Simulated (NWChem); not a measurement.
# InH2BrO (SMILES [OH][InH][Br]) at SPZ81/6-311+G(d,p)/LANL2DZ (core potential)

Aim: the solvation energy at fixed shape (SMD, heptane) of InH2BrO at SPZ81/6-311+G**/LANL2DZ (core potential), from 2 runs. 

Program for the calculation: NWChem 7.3.0.

3 further runs of the same task are left out: 3 set aside as unsound or not needed.

## Step 1: The system as given

The species is InH2BrO (5 atoms), meant as a singlet with charge 0. As SMILES, `[OH][InH][Br]`. The coordinates come from a PBE0-D4/def2-TZVP relaxation. This is one conformer, not always the lowest.

Bond lengths: O1–In2 1.973 Å, In2–Br3 2.454 Å, O1–H4 0.960 Å, In2–H5 1.701 Å. Angles: O1–In2–Br3 109.4°, O1–In2–H5 127.1°, Br3–In2–H5 123.4°, In2–O1–H4 113.2°.

## Step 2: The charge distribution at SPZ81/6-311+G(d,p)/LANL2DZ (core potential)

Input file test.nw:

```
start test
title "BrH2InO properties"
memory 2200 mb

geometry units angstroms noautosym nocenter noautoz
O    -1.309000   -0.529200   -0.427700
In    0.448300    0.176600    0.125500
Br    1.760600   -1.621100    1.158900
H    -1.869900    0.132300   -0.840400
H     1.019800    1.767700   -0.057800
end

basis spherical bse
* library 6-311+G** except Br In
Br library LANL2DZ
In library LANL2DZ
end

ecp bse
In library LANL2DZ
Br library LANL2DZ
end

dft
xc slater perdew81
grid coarse
iterations 200
mulliken
end

property
dipole
efield
mulliken
end

task dft property
```

On the command line:

```sh
$ nwchem test.nw > test.out
```

The program printed:

```text
[...]
          Wavefunction type:  closed shell.
          No. of atoms     :     5
          No. of electrons :    20
[...]
          Charge           :     0
          Spin multiplicity:     1
[...]
          AO basis - number of functions:    50
[...]
              XC Information
              --------------
                        Slater Exchange Functional  1.000 local
                Perdew 1981 Correlation Functional  1.000 local
[...]
 d= 0,ls=0.0,diis     1    -90.8267219370 -1.19D+02  6.08D-02  1.12D+00     0.6
[...]
 d= 0,ls=0.0,diis    11    -90.9400721756 -3.98D-09  2.79D-07  8.29D-11     3.9
         Total DFT energy =      -90.940072175555
      One electron energy =     -185.721277494934
           Coulomb energy =       78.279698848393
    Exchange-Corr. energy =      -11.887181072080
 Nuclear repulsion energy =       28.388687543065
[...]
      Total Density - Mulliken Population Analysis
     ---------------------------------------------
    Atom       Charge   Shell Charges
 -----------   ------   -------------------------------------------------------
    1 O    8     8.54   1.07  0.92  0.98  0.99  1.97  0.91  1.75 -0.17  0.12  0.01
    2 In   3     2.37   0.27  0.95  0.98  0.17
    3 Br   7     7.27   0.48  1.49  2.67  2.63
    4 H    1     0.75   0.26  0.33  0.08  0.07
    5 H    1     1.07   0.21  0.57  0.28  0.01
[...]
   Dipole moment        3.8777007857 Debye(s)
             DMX       -0.3782072348 DMXEFC        0.0000000000
             DMY        3.6862301810 DMYEFC        0.0000000000
             DMZ       -1.1424665089 DMZEFC        0.0000000000
   -EFC- dipole         0.0000000000 DEBYE(S)
   Total dipole         3.8777007857 DEBYE(S)
[...]
```

Run time: 4.8 s. Hardware: 1 thread of Intel Xeon Platinum 8259CL at 2.50GHz (Skylake/Cascade Lake), shared host; peak memory 0.12 GiB.

Atomic charges (e):

| atom | Löwdin |
| --- | --- |
| O1 | -0.690 |
| In2 | +0.920 |
| Br3 | -0.130 |
| H4 | +0.080 |
| H5 | -0.180 |

## Step 3: Energy and one-electron properties at SPZ81/6-311+G(d,p)/LANL2DZ (core potential, SMD heptane)

Input file brh2ino.nw:

```
start brh2ino
title "BrH2InO SPZ81"
memory stack 880 mb heap 220 mb global 1100 mb
charge 0

geometry noautosym nocenter noautoz
 O       -1.309000      -0.529200      -0.427700
 In       0.448300       0.176600       0.125500
 Br       1.760600      -1.621100       1.158900
 H       -1.869900       0.132300      -0.840400
 H        1.019800       1.767700      -0.057800
end

basis spherical bse
 O library 6-311+G**
 In library LANL2DZ
 Br library LANL2DZ
 H library 6-311+G**
end

ecp bse
 In library LANL2DZ
 Br library LANL2DZ
end

cosmo
 do_cosmo_smd true
 solvent heptane
end

dft
 xc slater perdew81
 grid coarse
 maxiter 200
 mulliken
end

property
 dipole
 efield
 mulliken
end

task dft property
```

On the command line:

```sh
$ nwchem brh2ino.nw > brh2ino.out
```

The program printed:

```text
[...]
          Wavefunction type:  closed shell.
          No. of atoms     :     5
          No. of electrons :    20
[...]
          Charge           :     0
          Spin multiplicity:     1
[...]
          AO basis - number of functions:    50
[...]
              XC Information
              --------------
                        Slater Exchange Functional  1.000 local
                Perdew 1981 Correlation Functional  1.000 local
[...]
 d= 0,ls=0.0,diis     1    -90.8267219370 -1.19D+02  6.08D-02  1.12D+00     0.8
[...]
 d= 0,ls=0.0,diis     7    -90.9519888985 -2.12D-08  6.60D-07  6.75D-10     6.8
         Total DFT energy =      -90.951988898452
      One electron energy =     -185.632339754008
           Coulomb energy =       78.311090060127
    Exchange-Corr. energy =      -11.892312688835
 Nuclear repulsion energy =       28.388687543065
             COSMO energy =       -0.127114058801
[...]
      Total Density - Mulliken Population Analysis
     ---------------------------------------------
    Atom       Charge   Shell Charges
 -----------   ------   -------------------------------------------------------
    1 O    8     8.59   1.07  0.92  0.98  0.98  1.97  0.91  1.77 -0.16  0.15  0.01
    2 In   3     2.28   0.27  0.93  0.93  0.15
    3 Br   7     7.31   0.48  1.49  2.67  2.67
    4 H    1     0.73   0.26  0.33  0.08  0.07
    5 H    1     1.08   0.21  0.58  0.29  0.01
[...]
   Dipole moment        4.4137883165 Debye(s)
             DMX       -0.4290990104 DMXEFC       -0.0000000000
             DMY        4.1962553039 DMYEFC        0.0000000000
             DMZ       -1.2995548338 DMZEFC        0.0000000000
   -EFC- dipole         0.0000000000 DEBYE(S)
   Total dipole         4.4137883165 DEBYE(S)
[...]
```

Run time: 7.5 s. Hardware: 1 thread of Intel Xeon Platinum 8259CL at 2.50GHz (Skylake/Cascade Lake), shared host; peak memory 0.12 GiB.

Atomic charges (e):

| atom | Löwdin |
| --- | --- |
| O1 | -0.720 |
| In2 | +0.970 |
| Br3 | -0.160 |
| H4 | +0.080 |
| H5 | -0.180 |

## Step 4: What came out

At SPZ81/6-311+G**/LANL2DZ (core potential):

| quantity | value |
| --- | --- |
| gas phase: total energy | -90.94007 Eh |
| gas phase: dipole moment | 3.88 D |
| gas phase: HOMO energy | -7.10 eV |
| gas phase: LUMO energy | -2.47 eV |
| gas phase: HOMO–LUMO gap | 4.63 eV |
| SMD, heptane: total energy | -90.95199 Eh |
| SMD, heptane: dipole moment | 4.41 D |
| SMD, heptane: HOMO energy | -7.00 eV |
| SMD, heptane: LUMO energy | -2.07 eV |
| SMD, heptane: HOMO–LUMO gap | 4.93 eV |
| SMD, heptane: solvent term in the energy | -31.3 kJ/mol |
| energy change from gas to solvent at fixed shape | -0.324 eV |

**Reading.** The solvent model (SMD, heptane) lowers the energy by 0.32 eV (−31.3 kJ/mol) at the same shape.
